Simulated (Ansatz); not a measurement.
**Cd3Si: structure types compared**

2 trial structures of Cd3Si are relaxed, then compared.

Computed with Ansatz 0.2.0 (DFT PBE, scalar-relativistic, plane waves, PAW, unless a step's input says otherwise).

### 1 Starting point

It takes space group Pm-3m (No. 221, cubic). Conventional cell: a = 4.388 Å, b = 4.388 Å, c = 4.388 Å, α = 90.00°, β = 90.00°, γ = 90.00°. Cd (site symmetry 4/mmm) is surrounded by 8 Cd at 3.10 Å and 4 Si at 3.10 Å. Si (site symmetry m-3m) is surrounded by 12 Cd at 3.10 Å.

Coordinates:

```cif
data_structure
_symmetry_space_group_name_H-M 'P 1'
_symmetry_Int_Tables_number 1
_cell_length_a 4.3883
_cell_length_b 4.3883
_cell_length_c 4.3883
_cell_angle_alpha 90.000
_cell_angle_beta 90.000
_cell_angle_gamma 90.000
_cell_volume 84.51
loop_
_atom_site_label
_atom_site_type_symbol
_atom_site_fract_x
_atom_site_fract_y
_atom_site_fract_z
_atom_site_occupancy
Cd1 Cd 0.00000 0.50000 0.50000 1
Cd2 Cd 0.50000 0.00000 0.50000 1
Cd3 Cd 0.50000 0.50000 0.00000 1
Si1 Si 0.00000 0.00000 0.00000 1
```

This is candidate A: Cu3Au (L1_2) type (Pm-3m, No. 221).

### 2 A first look at the start (candidate A)

Contents of input.yaml:

```yaml
crystal:
  lattice:
    - [4.3883203286, 0.0, 0.0]
    - [0.0, 4.3883203286, 0.0]
    - [0.0, 0.0, 4.3883203286]
  atoms:
    - { symbol: Cd, position: [0.0, 0.5, 0.5] }
    - { symbol: Cd, position: [0.5, 0.0, 0.5] }
    - { symbol: Cd, position: [0.5, 0.5, 0.0] }
    - { symbol: Si, position: [0.0, 0.0, 0.0] }
basis:
  ecutwfc: 420
kpoints:
  mp_grid: { grid: [4, 4, 4] }
hamiltonian:
  xc: pbe
scf:
  occupations: { method: gaussian, width: 0.1 }
  lower_state_search: "off"
output:
  forces: true
  stress: true
  eigenvalues: true
```

Output (excerpt; [...] marks lines left out):

```text
[...]
SCF converged after 6 iterations
Free energy (F): -25398.045767 eV
[...]
E sigma→0 (E₀):  -25398.037212 eV
Entropy (-TS):   -0.017112 eV (-4.278 meV/atom)
Fermi energy:    12.917706 eV
[...]
--- Forces (eV/Å), atoms counted from 1 ---
  atom   1  Cd     0.00000000    -0.00000000     0.00000000
  atom   2  Cd     0.00000000    -0.00000000     0.00000000
  atom   3  Cd     0.00000000    -0.00000000     0.00000000
  atom   4  Si     0.00000000     0.00000000     0.00000000
[...]
--- Stress (GPa, compression-positive) ---
        1.064208       0.000000       0.000000
        0.000000       1.064208       0.000000
        0.000000       0.000000       1.064208
  P = ⅓ Tr σ = 1.0642 GPa (10.642 kbar)
--- Band table (eV; the first three rows and the last of 10) ---
[...]
```

Wall time 0.95 s (1 thread of an x86-64 CPU, shared host); peak memory 0.38 GiB.

From the probe: pressure 1.1 GPa, largest force 0.00 eV/Å, gap on this mesh none (metal). The gap decides the next run's mesh: 10×10×10 points.

### 3 Full relaxation (candidate A)

input.yaml: that of step 2 with these lines changed.

```diff
@@ -13,3 +13,3 @@
 kpoints:
-  mp_grid: { grid: [4, 4, 4] }
+  mp_grid: { grid: [10, 10, 10] }
 hamiltonian:
@@ -18,3 +18,2 @@
   occupations: { method: gaussian, width: 0.1 }
-  lower_state_search: "off"
 output:
@@ -23 +22,6 @@
   eigenvalues: true
+relax:
+  adjacent_minimum: "off"
+  f_tol: 0.01
+  max_steps: 80
+  cell: { stress_tol: 0.05 }
```

Output (excerpt; [...] marks lines left out):

```text
Warning: RAYON_NUM_THREADS=1 ignored (pool sized by the plan → 1); use --threads N
[...]
Pseudopotentials: kind: paw
Pseudopotential: Cd, paw, valence charge 20, recommended cutoff 420 eV (normal), Cd.paw.azcp
Pseudopotential: Si, paw, valence charge 4, recommended cutoff 420 eV (normal), Si.paw.azcp
Functional definition: PBE
[...]
Crystal: 4 atoms, lattice volume = 84.507 Å³
Basis set: ecut = 420 eV, 1647 PW (Γ), exchange–correlation on 60×60×60 points (8 copies of the dense FFT grid, shifted against one another)
Bands: 39, of which v1, the nominal top of the filled ones, is band 32 counted from 1 (31 counted from 0)
Symmetry: 48 space group operations
Space group: Pm-3m (ITA 221), of the structure as read, at distance tolerance 4.4e-5 Å
k-points: 56 of 1000
[...]
SCF iter   1: F=—  HF=-25398.140949 eV  |F-HF|=—  |Δ(HF+E_count)|=         —  Δρ=1.41e-3  dr2=2.85e-3  ethr=1.77e-3  ⟨swp⟩=6.5  Hψ=8061  notcnv=0  defer=2
[...]
  atom   4  Si    -0.00000000     0.00000000    -0.00000000
[...]
--- Stress (GPa, compression-positive) ---
       -0.003845      -0.000000       0.000000
       -0.000000      -0.003845      -0.000000
        0.000000      -0.000000      -0.003845
  P = ⅓ Tr σ = -0.0038 GPa (-0.038 kbar)
--- Band table (eV; the first three rows and the last of 56) ---
[...]
--- Relaxed structure (3 steps of the walk, 3 accepted, 1 SCFs on fresh bases) ---
  F+E_penalty+E_count = -25398.14243864 eV   max|allowed force component| = 2.048e-29 eV/Å   (the final SCF, on the basis selected at the relaxed cell)
  cell:  # Å, volume = 85.2163 Å³
    - [4.400556109898877, 6.419766481290787e-35, 0.0]
    - [6.419766481290787e-35, 4.400556109898877, -9.62964972193618e-35]
    - [0.0, -9.62964972193618e-35, 4.400556109898877]
  atoms:
    - { symbol: Cd, position: [-5.577386762403465e-35, 0.5, 0.5] }
    - { symbol: Cd, position: [0.5, -2.925842236015107e-35, 0.5] }
    - { symbol: Cd, position: [0.5, 0.5, -1.0057582686245385e-35] }
    - { symbol: Si, position: [4.663061063605502e-35, -1.462921118006223e-35, 9.143256987447417e-37] }
```

Wall time 17 s (1 thread of an x86-64 CPU, shared host); peak memory 0.49 GiB.

Relaxation path:

| step | E - E(step 1) (eV/cell) | largest force component (eV/Å) | pressure (GPa) | volume (Å³) |
| --- | --- | --- | --- | --- |
| 1 | 0.0000 | 0.0000 | 0.48 | 84.51 |
| 2 | -0.0006 | 0.0000 | -0.16 | 85.46 |
| 3 | -0.0008 | 0.0000 | 0.00 | 85.22 |
| 4 | -0.0010 | 0.0000 | 0.00 | 85.22 |

Step 1 is the start. Step 4 repeats the geometry before it on a plane-wave basis chosen anew for that cell, so its energy need not be comparable with the rows above.

|  | before | after | change |
| --- | --- | --- | --- |
| a (Å) | 4.388 | 4.401 | +0.3 % |
| b (Å) | 4.388 | 4.401 | +0.3 % |
| c (Å) | 4.388 | 4.401 | +0.3 % |
| volume (Å³/atom) | 21.13 | 21.30 | +0.8 % |
| shortest distance (Å) | 3.103 | 3.112 | +0.3 % |
| space group (0.01 Å) | Pm-3m | Pm-3m | same |

Forces and stress were held to the start's 48 operations: a distortion of lower symmetry was not tested.

### 4 Candidate B: A15 type (Pm-3n, No. 223)

Symmetry: Pm-3n, No. 223, cubic system. The conventional cell has a = 5.638 Å, b = 5.638 Å, c = 5.638 Å, α = 90.00°, β = 90.00°, γ = 90.00°. Cd (site symmetry -4m2) is surrounded by 2 Cd at 2.82 Å and 4 Si at 3.15 Å. Around Si (site symmetry m-3) lie 12 Cd at 3.15 Å.

```
CELL_PARAMETERS angstrom
5.63808 0.00000 0.00000
0.00000 5.63808 0.00000
0.00000 0.00000 5.63808
ATOMIC_POSITIONS crystal
Cd 0.00000 0.50000 0.25000
Cd 0.00000 0.50000 0.75000
Cd 0.25000 0.00000 0.50000
Cd 0.75000 0.00000 0.50000
Cd 0.50000 0.75000 0.00000
Cd 0.50000 0.25000 0.00000
Si 0.00000 0.00000 0.00000
Si 0.50000 0.50000 0.50000
```

### 5 A first look at the start (candidate B)

Contents of input.yaml:

```yaml
crystal:
  lattice:
    - [5.6380798475, 0.0, 0.0]
    - [0.0, 5.6380798475, 0.0]
    - [0.0, 0.0, 5.6380798475]
  atoms:
    - { symbol: Cd, position: [0.0, 0.5, 0.25] }
    - { symbol: Cd, position: [0.0, 0.5, 0.75] }
    - { symbol: Cd, position: [0.25, 0.0, 0.5] }
    - { symbol: Cd, position: [0.75, 0.0, 0.5] }
    - { symbol: Cd, position: [0.5, 0.75, 0.0] }
    - { symbol: Cd, position: [0.5, 0.25, 0.0] }
    - { symbol: Si, position: [0.0, 0.0, 0.0] }
    - { symbol: Si, position: [0.5, 0.5, 0.5] }
basis:
  ecutwfc: 420
kpoints:
  mp_grid: { grid: [4, 4, 4] }
hamiltonian:
  xc: pbe
scf:
  occupations: { method: gaussian, width: 0.1 }
  lower_state_search: "off"
output:
  forces: true
  stress: true
  eigenvalues: true
```

Output (excerpt; [...] marks lines left out):

```text
Warning: RAYON_NUM_THREADS=1 ignored (pool sized by the plan → 1); use --threads N
[...]
Pseudopotentials: kind: paw
Pseudopotential: Cd, paw, valence charge 20, recommended cutoff 420 eV (normal), Cd.paw.azcp
Pseudopotential: Si, paw, valence charge 4, recommended cutoff 420 eV (normal), Si.paw.azcp
Functional definition: PBE
[...]
Crystal: 8 atoms, lattice volume = 179.223 Å³
Basis set: ecut = 420 eV, 3431 PW (Γ), exchange–correlation on 80×80×80 points (8 copies of the dense FFT grid, shifted against one another)
Bands: 77, of which v1, the nominal top of the filled ones, is band 64 counted from 1 (63 counted from 0)
Symmetry: 48 space group operations
Space group: Pm-3n (ITA 223), of the structure as read, at distance tolerance 5.6e-5 Å
k-points: 10 of 64
[...]
SCF iter   1: F=—  HF=-50795.770890 eV  |F-HF|=—  |Δ(HF+E_count)|=         —  Δρ=1.08e-3  dr2=2.91e-3  ethr=1.77e-3  ⟨swp⟩=5.7  Hψ=2607  notcnv=0  defer=6
[...]
SCF converged after 6 iterations
Free energy (F): -50795.772816 eV
[...]
E sigma→0 (E₀):  -50795.766965 eV
Entropy (-TS):   -0.011701 eV (-1.463 meV/atom)
Fermi energy:    11.850209 eV
[...]
--- Forces (eV/Å), atoms counted from 1 ---
  atom   1  Cd     0.00000000     0.00000000    -0.00000000
  atom   2  Cd    -0.00000000     0.00000000    -0.00000000
  atom   3  Cd    -0.00000000    -0.00000000     0.00000000
  atom   4  Cd     0.00000000     0.00000000     0.00000000
  atom   5  Cd     0.00000000    -0.00000000     0.00000000
  atom   6  Cd    -0.00000000     0.00000000     0.00000000
  atom   7  Si    -0.00000000     0.00000000     0.00000000
  atom   8  Si     0.00000000     0.00000000    -0.00000000
[...]
--- Stress (GPa, compression-positive) ---
       -0.699602       0.000000      -0.000000
        0.000000      -0.699602       0.000000
       -0.000000       0.000000      -0.699602
  P = ⅓ Tr σ = -0.6996 GPa (-6.996 kbar)
--- Band table (eV; the first three rows and the last of 10) ---
[...]
```

It took 3.2 s on 1 thread of an x86-64 CPU, shared host; peak memory 0.51 GiB.

Read-out: pressure -0.7 GPa, largest force 0.00 eV/Å, gap on this mesh none (metal). The gap decides the next run's mesh: 8×8×8 points.

### 6 Full relaxation (candidate B)

input.yaml: that of step 5 with these lines changed.

```diff
@@ -17,3 +17,3 @@
 kpoints:
-  mp_grid: { grid: [4, 4, 4] }
+  mp_grid: { grid: [8, 8, 8] }
 hamiltonian:
@@ -22,3 +22,2 @@
   occupations: { method: gaussian, width: 0.1 }
-  lower_state_search: "off"
 output:
@@ -27 +26,6 @@
   eigenvalues: true
+relax:
+  adjacent_minimum: "off"
+  f_tol: 0.01
+  max_steps: 80
+  cell: { stress_tol: 0.05 }
```

Output (excerpt; [...] marks lines left out):

```text
Warning: RAYON_NUM_THREADS=1 ignored (pool sized by the plan → 1); use --threads N
[...]
Pseudopotentials: kind: paw
Pseudopotential: Cd, paw, valence charge 20, recommended cutoff 420 eV (normal), Cd.paw.azcp
Pseudopotential: Si, paw, valence charge 4, recommended cutoff 420 eV (normal), Si.paw.azcp
Functional definition: PBE
[...]
Crystal: 8 atoms, lattice volume = 179.223 Å³
Basis set: ecut = 420 eV, 3431 PW (Γ), exchange–correlation on 80×80×80 points (8 copies of the dense FFT grid, shifted against one another)
Bands: 77, of which v1, the nominal top of the filled ones, is band 64 counted from 1 (63 counted from 0)
Symmetry: 48 space group operations
Space group: Pm-3n (ITA 223), of the structure as read, at distance tolerance 5.6e-5 Å
k-points: 35 of 512
[...]
SCF iter   1: F=—  HF=-50795.991877 eV  |F-HF|=—  |Δ(HF+E_count)|=         —  Δρ=1.24e-3  dr2=6.13e-3  ethr=1.77e-3  ⟨swp⟩=5.6  Hψ=9051  notcnv=0  defer=40
[...]
--- Relaxed structure (3 steps of the walk, 3 accepted, 1 SCFs on fresh bases) ---
  F+E_penalty+E_count = -50796.00264238 eV   max|allowed force component| = 4.790e-17 eV/Å   (the final SCF, on the basis selected at the relaxed cell)
  cell:  # Å, volume = 175.9229 Å³
    - [5.603259748378601, -2.4074124304840445e-35, 1.9259299443872356e-34]
    - [-2.4074124304840445e-35, 5.603259748378601, 6.419766481290786e-35]
    - [1.9259299443872356e-34, 6.419766481290786e-35, 5.603259748378601]
  atoms:
    - { symbol: Cd, position: [7.570204284067067e-35, 0.5, 0.25] }
    - { symbol: Cd, position: [-2.677592819628892e-35, 0.5, 0.7499999999999998] }
    - { symbol: Cd, position: [0.25, -6.707325534884336e-35, 0.5] }
    - { symbol: Cd, position: [0.7499999999999998, 5.817759814077395e-35, 0.5] }
    - { symbol: Cd, position: [0.5, 0.7499999999999998, -2.2683925880576994e-35] }
    - { symbol: Cd, position: [0.5, 0.25, 3.9941500864231653e-35] }
    - { symbol: Si, position: [-5.951194672198436e-35, 1.1368649911912705e-34, 8.62878749182733e-36] }
    - { symbol: Si, position: [0.5, 0.5, 0.5] }
```

It took 51 s on 1 thread of an x86-64 CPU, shared host; peak memory 0.69 GiB.

The steps of the relaxation:

```
step  energy from step 1 (eV/cell)  largest force component (eV/Å)  pressure (GPa)  volume (Å³)
   1                        0.0000                          0.0000           -0.93       179.22
   2                       -0.0104                          0.0000            0.31       174.86
   3                       -0.0110                          0.0000           -0.01       175.92
   4                       -0.0099                          0.0000           -0.01       175.92
```

Step 1 is the start. Step 4 repeats the geometry before it on a plane-wave basis chosen anew for that cell, so its energy need not be comparable with the rows above.

|  | before | after | change |
| --- | --- | --- | --- |
| a (Å) | 5.638 | 5.603 | -0.6 % |
| b (Å) | 5.638 | 5.603 | -0.6 % |
| c (Å) | 5.638 | 5.603 | -0.6 % |
| volume (Å³/atom) | 22.40 | 21.99 | -1.8 % |
| shortest distance (Å) | 2.819 | 2.802 | -0.6 % |
| space group (0.01 Å) | Pm-3n | Pm-3n | same |

The run keeps the 48 symmetry operations of the start, so it could not have lowered the symmetry.

### 7 Results

Formation energies count from the elements, computed with the same settings in runs not shown here.

| candidate | start | space group at the end | atoms | volume (Å³/atom) | energy above the lowest (meV/atom) | gap on the mesh (eV) | formation energy (eV/atom) |
| --- | --- | --- | --- | --- | --- | --- | --- |
| A | Cu3Au (L1_2) type (Pm-3m, No. 221) | Pm-3m | 4 | 21.30 | 0.0 | 0.00 | +0.257 |
| B | A15 type (Pm-3n, No. 223) | Pm-3n | 8 | 21.99 | 35.8 | 0.00 | +0.292 |

What this shows: The lowest is A, in Pm-3m; B follows 36 meV/atom higher. Other structures, not tried here, may lie lower. The lowest formation energy here, +0.26 eV/atom, is positive, so the elements lie lower than the structures tried; another structure of the compound can lie lower.
